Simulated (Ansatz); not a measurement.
WF:

```
W F
1.0
     1.36589    0.78860    5.06960
    -1.36589    0.78860    5.06960
     0.00000   -1.57719    5.06960
W F
1 1
Direct
  0.81412 0.81412 0.81412
  0.93712 0.93712 0.93712
```

The cell was built by a generator and needn't be a form met in nature.

Program: Ansatz 0.2.0. Alike in all runs: task single point; level HSE06 form with a typed share of exact exchange; potentials or basis Ansatz PAW; no spin polarisation; cell as given; k mesh 6 × 6 × 6; cutoff (eV) 420; smearing fermi-dirac 0.05 eV; the mesh is coarse, so values aren't converged.

Order these runs on this cell by their pressure, lowest first.
A. screening (1/Å) 0.1
B. screening (1/Å) 0.3
C. screening (1/Å) 0.6

A (-8.0 GPa), B (-6.1 GPa), C (-4.6 GPa).

Caveats: all runs use coarse meshes; an odd number of electrons without spin polarisation forces a metal; a magnetic or distorted state may lie lower; the PAW data sets come from PBE, with cores solved anew for the run's functional, which leaves a small shift of forces and pressure; the thresholds are loose for stress.
